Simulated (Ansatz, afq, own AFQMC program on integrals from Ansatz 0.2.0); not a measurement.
# C₂H₆ClSn (doublet): quantum Monte Carlo beside coupled cluster, def2-TZVP

Aim: compute C₂H₆ClSn (doublet) with auxiliary-field quantum Monte Carlo on the same integrals as coupled cluster, and set the energies side by side.

Program: Ansatz 0.2.0, Gaussian basis, and an in-house AFQMC program (afq) on its integrals; all values are calculated. Level of theory: def2-TZVP, frozen cores. These are calculated values, not measurements.

Plan: PBE (unrestricted); CCSD(T) on UHF; r2SCAN (unrestricted); CCSD(T) on UHF; PBE0 (unrestricted); MP2 on UHF; B3LYP (unrestricted); wB97M-V (unrestricted); B2PLYP (unrestricted); Phaseless AFQMC, CISD trial on UHF.

1 further run of the same task is left out (it didn't finish).

**1. The geometry**

The geometry is a PBE0/def2-SVP stationary point (not a proven minimum). No spin-orbit coupling is included. Elements past krypton take def2 core potentials.

10 atoms, charge 0, spin multiplicity 2.

Atoms are counted from 1 here; the program's logs count them from 0.

Bond lengths: C1–Sn2 2.112 Å, C1–H5 1.096 Å, C1–H6 1.095 Å, Sn2–C3 2.139 Å, Sn2–Cl4 2.376 Å, Sn2–H7 1.713 Å, C3–H8 1.100 Å, C3–H9 1.099 Å, C3–H10 1.098 Å. Angles: Sn2–C1–H5 121.8°, Sn2–C1–H6 122.2°, H5–C1–H6 115.8°, C1–Sn2–C3 112.6°, C1–Sn2–Cl4 106.8°, C1–Sn2–H7 111.5°, C3–Sn2–Cl4 105.5°, C3–Sn2–H7 114.6°, Cl4–Sn2–H7 105.1°, Sn2–C3–H8 110.0°, Sn2–C3–H9 109.3°, Sn2–C3–H10 109.7°, H8–C3–H9 109.3°, H8–C3–H10 109.4°, H9–C3–H10 109.1°.

**2. PBE (unrestricted)**

in.yaml reads:

```yaml
crystal:
  periodic: [false, false, false]
  atoms:
    - {symbol: C, position_ang: [-0.601224, 1.629240, -0.957763]}
    - {symbol: Sn, position_ang: [0.248625, 0.421115, 0.552063]}
    - {symbol: C, position_ang: [0.417225, -1.628894, -0.034031]}
    - {symbol: Cl, position_ang: [-1.269988, 0.438301, 2.379573]}
    - {symbol: H, position_ang: [-1.306569, 1.225041, -1.692161]}
    - {symbol: H, position_ang: [-0.427625, 2.709573, -1.007743]}
    - {symbol: H, position_ang: [1.692789, 1.107157, 1.167003]}
    - {symbol: H, position_ang: [1.155435, -1.729644, -0.842620]}
    - {symbol: H, position_ang: [-0.559292, -1.988079, -0.387063]}
    - {symbol: H, position_ang: [0.733725, -2.234910, 0.825641]}
basis:
  gaussian: {orbitals: def2-TZVP}
magnetization: {spin_polarized: true, initial_magnetization: 1}
hamiltonian: {xc: {name: PBE}}
output: {orbitals: {seedname: orbitals}}
```

The run is started by

```
$ ansatz run in.yaml --threads 1 --pin off --events-out ev --progress --plain --max-ram 5632MiB --backend cpu
```

The log of the run:

```text
Functional definition: PBE
  name "PBE"
  cite "Perdew, Burke & Ernzerhof, Phys. Rev. Lett. 77, 3865 (1996) doi:10.1103/PhysRevLett.77.3865"
  parent pbe
  parameter kappa = 0.804
  parameter beta = 0.06672455060314922
  exchange = pbe_x(kappa = kappa, mu = beta*pi^2/3)
  correlation = pbe_c(beta = beta)
1268 factors; their error is unknown
mean field evaluation 1: about -20487.5500 eV, gradient 7.2e1 eV
mean field evaluation 2: about -20322.2305 eV, gradient 1.4e2 eV
mean field evaluation 4: about -20516.5772 eV, gradient 1.8e1 eV
mean field evaluation 8: about -20518.2111 eV, gradient 2.5e-1 eV
mean field evaluation 16: about -20518.1823 eV, gradient 7.2e-4 eV
mean field -20518.18228454 eV, -754.0292912333 hartree, gradient 4.8e-5 eV, S^2 0.754330; 0 other end points of the search recorded, 0 dependent functions left out
reference -20518.18233345 eV, -754.0292930309 hartree; 29, 28 occupied and 156, 157 virtual orbitals, 1268 factors
Total energy: -20518.18233345 eV, -754.0292930309 hartree
```

It took 6.5 s on 1 thread of AMD EPYC 7R13 (Zen 3), shared host; peak memory 0.73 GiB.

From the report: ⟨S²⟩ of the determinant 0.754 (pure doublet: 0.75).

**3. CCSD(T) on UHF**

in.yaml: that of step 2 with these lines changed.

```diff
@@ -16,3 +16,2 @@
 magnetization: {spin_polarized: true, initial_magnetization: 1}
-hamiltonian: {xc: {name: PBE}}
-output: {orbitals: {seedname: orbitals}}
+correlation: {method: ccsd_t, electrons: outside_noble_gas, hamiltonian_folder: ham}
```

The run is started by

```
$ ansatz run in.yaml --threads 1 --pin off --events-out ev --progress --plain --max-ram 16896MiB --backend cuda --devices 0, --max-vram 18GiB
```

The log of the run (excerpt; [...] marks lines left out):

```text
Functional definition: HF
  name "HF"
  cite "Fock, Z. Phys. 61, 126 (1930) doi:10.1007/BF01340294"
  parent pbe
[...]
1378 factors; integrals over basis functions are off by at most 1.1e-3 eV
[...]
mean field -20466.22885549 eV, -752.1200379312 hartree, gradient 5.4e-6 eV, S^2 0.764319; 0 other end points of the search recorded, 0 dependent functions left out
16 core orbitals not correlated: weight in the atoms' cores, before any rotation towards them, 0.992 or more for the frozen orbitals, at most 0.005 for the correlated occupied ones
reference -20466.22885549 eV, -752.1200379312 hartree; 13, 12 occupied and 156, 157 virtual orbitals, 1378 factors
second order -16.23053811 eV of doubles, -0.00000000 eV of singles
cycle   1  -17.36094957 eV  change    -1.1e0 eV  update   8.4e-2
[...]
cycle  10  -17.86855616 eV  change    2.0e-5 eV  update   1.7e-5
perturbative correction -0.67624968 eV, -0.0248517173 hartree
Total energy: -20484.77366133 eV, -752.8015469758 hartree
```

It took 14 s on 1 × NVIDIA H100 80GB HBM3 with 1 thread of AMD EPYC 7R13 (Zen 3), shared host; peak host memory 0.84 GiB.

From the report: ⟨S²⟩ of the determinant 0.764 (pure doublet: 0.75); correlation -18.5448 eV; T1 0.010; largest double amplitude 0.02.

This run also writes the integrals to the folder ham.

**4. r2SCAN (unrestricted)**

in.yaml: that of step 3 with these lines changed.

```diff
@@ -16,2 +16,2 @@
 magnetization: {spin_polarized: true, initial_magnetization: 1}
-correlation: {method: ccsd_t, electrons: outside_noble_gas, hamiltonian_folder: ham}
+hamiltonian: {xc: {name: r2SCAN}}
```

The run is started by

```
$ ansatz run in.yaml --threads 1 --pin off --events-out ev --progress --plain --max-ram 5632MiB --backend cpu
```

The log of the run:

```text
Functional definition: r2SCAN
  name "r2SCAN"
  cite "Furness, Kaplan, Ning, Perdew & Sun, J. Phys. Chem. Lett. 11, 8208 (2020) doi:10.1021/acs.jpclett.0c02405"
  cite "Furness, Kaplan, Ning, Perdew & Sun, J. Phys. Chem. Lett. 11, 9248 (2020) doi:10.1021/acs.jpclett.0c03077"
  parent r2scan
  parameter k0 = 0.174
  parameter k1 = 0.065
  parameter a1 = 4.9479
  exchange = r2scan_x(k0 = k0, k1 = k1, a1 = a1)
  correlation = r2scan_c
1268 factors; their error is unknown
mean field evaluation 1: about -20510.0289 eV, gradient 5.7e1 eV
mean field evaluation 2: about -20472.5561 eV, gradient 8.7e1 eV
mean field evaluation 4: about -20526.4235 eV, gradient 8.6e0 eV
mean field evaluation 8: about -20526.7895 eV, gradient 9.2e-2 eV
mean field evaluation 16: about -20526.7641 eV, gradient 2.8e-3 eV
mean field -20526.76412707 eV, -754.3446681295 hartree, gradient 3.3e-5 eV, S^2 0.757729; 0 other end points of the search recorded, 0 dependent functions left out
reference -20526.76414333 eV, -754.3446687268 hartree; 29, 28 occupied and 156, 157 virtual orbitals, 1268 factors
Total energy: -20526.76414333 eV, -754.3446687268 hartree
```

Run time: 14 s. Hardware: 1 thread of AMD EPYC 7R13 (Zen 3), shared host; peak memory 0.73 GiB.

From the report: ⟨S²⟩ of the determinant 0.758 (pure doublet: 0.75).

**5. CCSD(T) on UHF**

in.yaml: that of step 4 with these lines changed.

```diff
@@ -14,4 +14,4 @@
 basis:
-  gaussian: {orbitals: def2-TZVP}
+  gaussian: {orbitals: def2-TZVPP}
 magnetization: {spin_polarized: true, initial_magnetization: 1}
-hamiltonian: {xc: {name: r2SCAN}}
+correlation: {method: ccsd_t, electrons: outside_noble_gas}
```

The run is started by

```
$ ansatz run in.yaml --threads 1 --pin off --events-out ev --progress --plain --max-ram 16896MiB --backend cuda --devices 0, --max-vram 18GiB
```

The log of the run (excerpt; [...] marks lines left out):

```text
Functional definition: HF
  name "HF"
  cite "Fock, Z. Phys. 61, 126 (1930) doi:10.1007/BF01340294"
  parent pbe
[...]
1542 factors; integrals over basis functions are off by at most 1.0e-3 eV
[...]
mean field -20466.28339258 eV, -752.1220421320 hartree, gradient 5.0e-6 eV, S^2 0.764341; 0 other end points of the search recorded, 0 dependent functions left out
16 core orbitals not correlated: weight in the atoms' cores, before any rotation towards them, 0.992 or more for the frozen orbitals, at most 0.005 for the correlated occupied ones
reference -20466.28339258 eV, -752.1220421320 hartree; 13, 12 occupied and 209, 210 virtual orbitals, 1542 factors
second order -16.75907734 eV of doubles, -0.00000000 eV of singles
cycle   1  -17.81832674 eV  change    -1.1e0 eV  update   8.2e-2
[...]
cycle  10  -18.32076678 eV  change    2.2e-5 eV  update   1.9e-5
perturbative correction -0.70236093 eV, -0.0258112881 hartree
Total energy: -20485.30652029 eV, -752.8211291810 hartree
```

It took 10 s on 1 × NVIDIA H100 80GB HBM3 with 1 thread of AMD EPYC 7R13 (Zen 3), shared host; peak host memory 0.87 GiB.

From the report: ⟨S²⟩ of the determinant 0.764 (pure doublet: 0.75); correlation -19.0231 eV; T1 0.010; largest double amplitude 0.02.

**6. PBE0 (unrestricted)**

in.yaml: that of step 5 with these lines changed.

```diff
@@ -14,4 +14,5 @@
 basis:
-  gaussian: {orbitals: def2-TZVPP}
+  gaussian: {orbitals: def2-TZVP}
 magnetization: {spin_polarized: true, initial_magnetization: 1}
-correlation: {method: ccsd_t, electrons: outside_noble_gas}
+hamiltonian: {xc: {name: PBE0}}
+output: {orbitals: {seedname: orbitals}}
```

The run is started by

```
$ ansatz run in.yaml --threads 1 --pin off --events-out ev --progress --plain --max-ram 5632MiB --backend cpu
```

The log of the run:

```text
Functional definition: PBE0
  name "PBE0"
  cite "Adamo & Barone, J. Chem. Phys. 110, 6158 (1999) doi:10.1063/1.478522"
  cite "Perdew, Burke & Ernzerhof, Phys. Rev. Lett. 77, 3865 (1996) doi:10.1103/PhysRevLett.77.3865"
  parent pbe
  parameter a = 0.25
  parameter kappa = 0.804
  parameter beta = 0.06672455060314922
  exchange = (1 - a)*pbe_x(kappa = kappa, mu = beta*pi^2/3) + a*exact_x
  correlation = pbe_c(beta = beta)
1353 factors; their error is unknown
mean field evaluation 1: about -20511.3071 eV, gradient 4.3e1 eV
mean field evaluation 2: about -20506.7539 eV, gradient 4.9e1 eV
mean field evaluation 4: about -20519.8624 eV, gradient 2.0e0 eV
mean field evaluation 8: about -20519.8755 eV, gradient 5.9e-2 eV
mean field evaluation 16: about -20519.9742 eV, gradient 4.0e-4 eV
mean field -20519.97420155 eV, -754.0951429688 hartree, gradient 2.9e-5 eV, S^2 0.755536; 0 other end points of the search recorded, 0 dependent functions left out
reference -20519.97423693 eV, -754.0951442693 hartree; 29, 28 occupied and 156, 157 virtual orbitals, 1353 factors
Total energy: -20519.97423693 eV, -754.0951442693 hartree
```

Wall time 9.5 s (1 thread of AMD EPYC 7R13 (Zen 3), shared host); peak memory 0.73 GiB.

From the report: ⟨S²⟩ of the determinant 0.756 (pure doublet: 0.75).

**7. MP2 on UHF**

in.yaml: that of step 6 with these lines changed.

```diff
@@ -14,5 +14,4 @@
 basis:
-  gaussian: {orbitals: def2-TZVP}
+  gaussian: {orbitals: "def2-QZVPP.json"}
 magnetization: {spin_polarized: true, initial_magnetization: 1}
-hamiltonian: {xc: {name: PBE0}}
-output: {orbitals: {seedname: orbitals}}
+correlation: {method: mp2, electrons: outside_noble_gas}
```

The run is started by

```
$ ansatz run in.yaml --threads 1 --pin off --events-out ev --progress --plain --max-ram 16896MiB --backend cuda --devices 0, --max-vram 18GiB
```

The log of the run:

```text
Functional definition: HF
  name "HF"
  cite "Fock, Z. Phys. 61, 126 (1930) doi:10.1007/BF01340294"
  parent pbe
  exchange = exact_x
  correlation = 0
2655 factors; integrals over basis functions are off by at most 1.1e-3 eV
mean field evaluation 1: about -20463.7017 eV, gradient 2.3e1 eV
mean field evaluation 2: about -20463.7055 eV, gradient 2.3e1 eV
mean field evaluation 4: about -20466.7309 eV, gradient 2.6e0 eV
mean field evaluation 8: about -20466.7920 eV, gradient 2.0e-1 eV
mean field -20466.79311636 eV, -752.1407741355 hartree, gradient 5.5e-6 eV, S^2 0.764412; 0 other end points of the search recorded, 0 dependent functions left out
16 core orbitals not correlated: weight in the atoms' cores, before any rotation towards them, 0.992 or more for the frozen orbitals, at most 0.005 for the correlated occupied ones
reference -20466.79311636 eV, -752.1407741355 hartree; 13, 12 occupied and 417, 418 virtual orbitals, 2655 factors
second order -18.09008357 eV of doubles, -0.00000000 eV of singles
Total energy: -20484.88319993 eV, -752.8055724449 hartree
```

Run time: 6 s. Hardware: 1 × NVIDIA H100 80GB HBM3 with 1 thread of AMD EPYC 7R13 (Zen 3), shared host; peak host memory 1 GiB.

From the report: ⟨S²⟩ of the determinant 0.764 (pure doublet: 0.75).

**8. B3LYP (unrestricted)**

in.yaml: that of step 7 with these lines changed.

```diff
@@ -14,4 +14,4 @@
 basis:
-  gaussian: {orbitals: "def2-QZVPP.json"}
+  gaussian: {orbitals: def2-TZVP}
 magnetization: {spin_polarized: true, initial_magnetization: 1}
-correlation: {method: mp2, electrons: outside_noble_gas}
+hamiltonian: {xc: {name: B3LYP}}
```

The run is started by

```
$ ansatz run in.yaml --threads 1 --pin off --events-out ev --progress --plain --max-ram 5632MiB --backend cpu
```

The log of the run (excerpt; [...] marks lines left out):

```text
Functional definition: B3LYP
  name "B3LYP"
  cite "Stephens, Devlin, Chabalowski & Frisch, J. Phys. Chem. 98, 11623 (1994) doi:10.1021/j100096a001"
  cite "Becke, Phys. Rev. A 38, 3098 (1988) doi:10.1103/PhysRevA.38.3098"
  cite "Lee, Yang & Parr, Phys. Rev. B 37, 785 (1988) doi:10.1103/PhysRevB.37.785"
  cite "Vosko, Wilk & Nusair, Can. J. Phys. 58, 1200 (1980) doi:10.1139/p80-159"
[...]
1319 factors; their error is unknown
[...]
mean field -20529.25001056 eV, -754.4360226627 hartree, gradient 3.0e-5 eV, S^2 0.754481; 0 other end points of the search recorded, 0 dependent functions left out
reference -20529.25030768 eV, -754.4360335816 hartree; 29, 28 occupied and 156, 157 virtual orbitals, 1319 factors
Total energy: -20529.25030768 eV, -754.4360335816 hartree
```

Run time: 9.5 s. Hardware: 1 thread of AMD EPYC 7R13 (Zen 3), shared host; peak memory 0.73 GiB.

From the report: ⟨S²⟩ of the determinant 0.754 (pure doublet: 0.75).

**9. wB97M-V (unrestricted)**

in.yaml: that of step 8 with these lines changed.

```diff
@@ -16,2 +16,3 @@
 magnetization: {spin_polarized: true, initial_magnetization: 1}
-hamiltonian: {xc: {name: B3LYP}}
+hamiltonian: {xc: {name: wB97M-V}}
+output: {orbitals: {seedname: orbitals}}
```

Same command.

The log of the run (excerpt; [...] marks lines left out):

```text
Functional definition: wB97M-V
  name "wB97M-V"
  cite "Mardirossian & Head-Gordon, J. Chem. Phys. 144, 214110 (2016) doi:10.1063/1.4952647"
  cite "Becke, J. Chem. Phys. 107, 8554 (1997) doi:10.1063/1.475007"
  cite "Vydrov & Van Voorhis, J. Chem. Phys. 133, 244103 (2010) doi:10.1063/1.3521275"
  # Of w^i u^j: cxij and so on, Table III.
[...]
  gx(w, u) = 1 - cx + cx01*u + cx10*w
  gss(w, u) = css00 + css04*u^4 + css10*w + css20*w^2 + css43*w^4*u^3
  gos(w, u) = cos00 + cos10*w + (cos20 + cos21*u)*w^2 + (cos60 + cos61*u)*w^6
[...]
      + integral(e_c_pw_mod_opposite_spin*gos(b97_w_opposite, b97_u_opposite)) + vv10(b, c)
1319 factors; their error is unknown
327 factors; integrals over basis functions are off by at most 3.0e-5 eV
[...]
mean field -20523.23010848 eV, -754.2147953417 hartree, gradient 3.9e-5 eV, S^2 0.754212; 0 other end points of the search recorded, 0 dependent functions left out
reference -20523.23016493 eV, -754.2147974163 hartree; 29, 28 occupied and 156, 157 virtual orbitals, 1319 factors
Total energy: -20523.23016493 eV, -754.2147974163 hartree
```

Wall time 30 s (1 thread of AMD EPYC 7R13 (Zen 3), shared host); peak memory 3.4 GiB.

From the report: ⟨S²⟩ of the determinant 0.754 (pure doublet: 0.75).

**10. B2PLYP (unrestricted)**

in.yaml: that of step 9 with these lines changed.

```diff
@@ -16,3 +16,3 @@
 magnetization: {spin_polarized: true, initial_magnetization: 1}
-hamiltonian: {xc: {name: wB97M-V}}
-output: {orbitals: {seedname: orbitals}}
+hamiltonian: {xc: {name: B2PLYP}}
+correlation: {electrons: outside_noble_gas}
```

Same command.

The log of the run (excerpt; [...] marks lines left out):

```text
Functional definition: B2PLYP
  name "B2PLYP"
  cite "Grimme, J. Chem. Phys. 124, 034108 (2006) doi:10.1063/1.2148954"
  cite "Becke, Phys. Rev. A 38, 3098 (1988) doi:10.1103/PhysRevA.38.3098"
  cite "Lee, Yang & Parr, Phys. Rev. B 37, 785 (1988) doi:10.1103/PhysRevB.37.785"
[...]
1378 factors; integrals over basis functions are off by at most 1.1e-3 eV
[...]
mean field -20507.82430180 eV, -753.6486423885 hartree, gradient 8.2e-6 eV, S^2 0.757135; 0 other end points of the search recorded, 0 dependent functions left out
16 core orbitals not correlated: weight in the atoms' cores, before any rotation towards them, 0.992 or more for the frozen orbitals, at most 0.005 for the correlated occupied ones
reference -20507.82448808 eV, -753.6486492343 hartree; 13, 12 occupied and 156, 157 virtual orbitals, 1378 factors
second order -19.90690337 eV of doubles, -0.00000000 eV of singles
Total energy: -20513.19935199 eV, -753.8461718398 hartree
```

Run time: 14 s. Hardware: 1 thread of AMD EPYC 7R13 (Zen 3), shared host; peak memory 4.8 GiB.

From the report: ⟨S²⟩ of the determinant 0.757 (pure doublet: 0.75).

**11. Phaseless AFQMC, CISD trial on UHF**

It reads the integrals that the CCSD(T) run on this determinant wrote.

The run is started by

```
$ afq ham --method phaseless --trial cisd --walkers 300 --populations 10 --least-time 60 --time-step 0.005 --steps-per-block 50 --equilibration-blocks 28 --max-blocks 4000 --target-error 0.0003 --factor-cut 1e-05 --start spin_pure --seed 7966 --release-times 0.21,0.42,0.63,0.9 --release-step 0.03 --release-every 5 --taylor-order 6
```

The log of the run:

```text
orbitals 169  electrons 13 12  factors 1328 of 1378
reference energy -752.12003793 Eh
CCSD correlation -0.65665801 Eh in 12 cycles, weight of the determinant in the CISD state 0.7784
energy of the start -752.775263 Eh
 block  time / (1/Eh)  mean weight  energy / Eh
     1     0.250  1.0008  -752.750771
     2     0.500  0.9982  -752.763155
     3     0.750  0.9988  -752.773279
     4     1.000  1.0026  -752.781129
     5     1.250  0.9992  -752.790057
     6     1.500  0.9998  -752.794511
     7     1.750  1.0008  -752.797713
     8     2.000  1.0007  -752.793922
     9     2.250  0.9998  -752.797665
    10     2.500  0.9991  -752.795645
    11     2.750  1.0003  -752.801383
    16     4.000  1.0017  -752.802038
    21     5.250  0.9994  -752.804235
    26     6.500  1.0008  -752.804241
    31     7.750  0.9983  -752.802325
    36     9.000  0.9992  -752.799194
    41    10.250  0.9977  -752.800522
    46    11.500  0.9991  -752.813876
    51    12.750  1.0012  -752.798717
    56    14.000  0.9999  -752.803720
    61    15.250  1.0022  -752.800663
    66    16.500  1.0009  -752.809528
    71    17.750  1.0005  -752.797786
    76    19.000  1.0000  -752.807003
    81    20.250  1.0020  -752.812178
    86    21.500  1.0001  -752.804257
    91    22.750  1.0009  -752.796994
    96    24.000  0.9988  -752.802693
   101    25.250  0.9977  -752.803310
   106    26.500  0.9997  -752.810307
   111    27.750  0.9984  -752.802652
   116    29.000  0.9989  -752.803758
   121    30.250  0.9989  -752.795348
   126    31.500  1.0005  -752.805270
   131    32.750  1.0002  -752.803456
   136    34.000  0.9985  -752.811130
   141    35.250  1.0006  -752.808041
   146    36.500  1.0011  -752.806504
   151    37.750  1.0009  -752.798337
   156    39.000  1.0031  -752.805849
   161    40.250  0.9982  -752.804806
   166    41.500  1.0001  -752.803832
   171    42.750  0.9981  -752.801453
   176    44.000  0.9994  -752.803712
   181    45.250  1.0001  -752.806681
   186    46.500  0.9990  -752.804127
   191    47.750  1.0005  -752.800788
   196    49.000  1.0023  -752.816530
   201    50.250  1.0006  -752.802117
   206    51.500  0.9995  -752.808015
   211    52.750  0.9980  -752.805984
   216    54.000  1.0028  -752.794294
   221    55.250  0.9981  -752.807845
   226    56.500  0.9983  -752.800416
error from the spread of 10 populations
released: time / (1/Eh)  energy / Eh  error  mean overlap
  0.21  -752.802845  0.000825  1.0027
  0.42  -752.803721  0.000869  1.0001
  0.63  -752.804782  0.000681  0.9905
  0.90  -752.803685  0.000552  0.9842
energy -752.803868 +/- 0.000613 Eh
```

Wall time 7.5 min (1 × NVIDIA H100 80GB HBM3 with 2 threads of AMD EPYC 7R13 (Zen 3), shared host); peak host memory 4.8 GiB.

Energy -20484.8368 ± 0.0167 eV. Caveats: constraint bias not in the error; error above the target.

**12. All levels side by side**

On the UHF determinant, counted from CCSD(T) (a yardstick, not exact):

| level | energy (eV) | from CCSD(T) (meV) | statistical error (meV) | time |
| --- | --- | --- | --- | --- |
| HF | -20466.2289 | +18544.8 |  |  |
| MP2 | -20482.4594 | +2314.3 |  |  |
| CCSD | -20484.0974 | +676.2 |  |  |
| CCSD(T) | -20484.7737 | 0.0 |  |  |
| Phaseless AFQMC, CISD trial, step 0.005, 300 walkers | -20484.8368 | -63.2 | 16.7 | 7.5 min |

The functionals' totals stand on their own zeros and serve differences with other points: PBE -20518.182 eV; r2SCAN -20526.764 eV; PBE0 -20519.974 eV; B3LYP -20529.250 eV; wB97M-V -20523.230 eV; B2PLYP -20513.199 eV.

**13. What came out**

```
                                       quantity             value
Phaseless AFQMC, CISD trial on UHF from CCSD(T)  -63.2 ± 16.7 meV
```

On UHF the phaseless walk with the CISD trial lies -63.2 meV from CCSD(T), 4 times its error bar. Error bars are statistical and leave out the constraint, the time step and what remains of the start. Sn carries a core potential, and spin-orbit coupling is left out.
